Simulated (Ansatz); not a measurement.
Task: a comparison of dispersion corrections of C2H8OSn, SMILES OC[CH2][SnH3], with the Python package of Ansatz (0.2.0). Give the script and its output. Settings (for the species named): BLYP, def2-SVP basis, multiplicity 1, D3BJ dispersion.

```tsv
atom	x (Å)	y (Å)	z (Å)
O	-2.1318	0.7061	0.7814
C	-0.9038	0.7423	0.2021
C	-0.3426	-0.6529	0.2805
Sn	1.7301	-0.6759	-0.5736
H	-2.5125	1.6743	0.6654
H	-0.2436	1.4737	0.7486
H	-0.9337	1.0520	-0.8617
H	-0.9155	-1.3570	-0.2605
H	-0.2348	-0.9501	1.3999
H	2.6863	0.4361	0.3193
H	2.3059	-2.3035	-0.4334
H	1.5730	-0.2003	-2.2339
```

Script `c2h8osn.py`:
```python
"""Size of D3 and D4 in C2H8OSn."""

import ansatz as az

geometry_ang = [
    ("O", (-2.1318, 0.7061, 0.7814)),
    ("C", (-0.9038, 0.7423, 0.2021)),
    ("C", (-0.3426, -0.6529, 0.2805)),
    ("Sn", (1.7301, -0.6759, -0.5736)),
    ("H", (-2.5125, 1.6743, 0.6654)),
    ("H", (-0.2436, 1.4737, 0.7486)),
    ("H", (-0.9337, 1.052, -0.8617)),
    ("H", (-0.9155, -1.357, -0.2605)),
    ("H", (-0.2348, -0.9501, 1.3999)),
    ("H", (2.6863, 0.4361, 0.3193)),
    ("H", (2.3059, -2.3035, -0.4334)),
    ("H", (1.573, -0.2003, -2.2339)),
]
c2h8osn = az.Crystal.molecule()
for symbol, xyz in geometry_ang:
    c2h8osn = c2h8osn.atom(symbol, xyz)

job = c2h8osn.calculation().basis(gaussian="def2-SVP")
for name in ["blyp", "r2scan"]:
    for correction in ("d3bj", "d4"):
        data = job.functional(name, dispersion=correction).run(threads=1).report
        print(f"{name:8s} {correction:5s} total {data['free_energy_ev']:.5f} eV, of which dispersion {1000 * data['dispersion']['energy']['ev']:.2f} meV")
```

Output of `python c2h8osn.py`:
```text
blyp     d3bj  total -10075.02641 eV, of which dispersion -491.40 meV
blyp     d4    total -10075.01420 eV, of which dispersion -479.18 meV
DeckWarning: the engine holds no damping parameters fitted to this dispersion correction and functional, so the run takes those fitted to r2scan beside the three-body term, which d3bj leaves out (hamiltonian.dispersion, under Limitations)
r2scan   d3bj  total -10077.90944 eV, of which dispersion -64.47 meV
r2scan   d4    total -10077.89919 eV, of which dispersion -54.23 meV
```
(Warnings from the package without file and line.)

Notes:
- Total energies depend on the basis set; only differences at equal settings carry meaning.
- The geometry is a force-field or estimated start, not a minimum of this method, and the basis set is short of its limit. D4 holds the three-body term, and d3bj doesn't.
- def2 sets replace the cores of elements past krypton by effective core potentials.
- A dispersion term here runs with damping parameters fitted for another variant or functional.
- It ran for 33 s on 1 thread of Arm Neoverse N1, with other jobs on the host, peak memory 0.22 GiB.
